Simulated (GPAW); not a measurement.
AlSn:

```
Sn Al
1.0
     4.19811    0.00000    0.00000
    -2.09905    3.63567    0.00000
     0.00000    0.00000    3.30685
Sn Al
1 1
Direct
  0.33333 0.66667 0.50000
  0.00000 0.00000 0.00000
```

The cell comes from a database or a generator and needn't be the stable form of this composition.

| Quantity | Value |
| --- | --- |
| Program | GPAW 26.7.0 |
| Task | relaxation of cell and atoms |
| Functional | PBEsol |
| Potentials or basis | PAW data sets generated in the run's folder for this functional |
| Cutoff | 600 eV |
| Basis | pw |
| k mesh | 6 × 6 × 7 |
| Occupations | fermi-dirac, width 0.05 eV |
| Spin | no spin polarisation |

At the start: pressure -2.4 GPa; volume 25.24 Å³/atom.

Question: How do energy, volume and symmetry change on relaxing?

Answer: Over 6 steps the energy falls by 16.3 meV/atom and the volume is 24.27 Å³/atom (-3.8 %); space group P-6m2 (No. 187, to 0.05 Å).

Step by step:
```tsv
step	energy change (eV)	largest force (eV/Å)	pressure (GPa)	volume (Å³)
1	0.0000	0.0000	-2.37	50.47
2	-0.0100	0.0000	-1.93	50.07
3	-0.0322	0.0000	0.30	48.27
4	-0.0324	0.0000	0.13	48.39
5	-0.0324	0.0000	0.08	48.44
6	-0.0325	0.0000	-0.01	48.54
```

Final structure:
```cif
data_structure
_symmetry_space_group_name_H-M 'P 1'
_symmetry_Int_Tables_number 1
_cell_length_a 4.1879
_cell_length_b 4.1879
_cell_length_c 3.1956
_cell_angle_alpha 90.000
_cell_angle_beta 90.000
_cell_angle_gamma 120.000
_cell_volume 48.54
loop_
_atom_site_label
_atom_site_type_symbol
_atom_site_fract_x
_atom_site_fract_y
_atom_site_fract_z
_atom_site_occupancy
Sn1 Sn 0.33333 0.66667 0.50000 1
Al1 Al 0.00000 0.00000 0.00000 1
```

Caveat: later steps reuse the first step's grids.
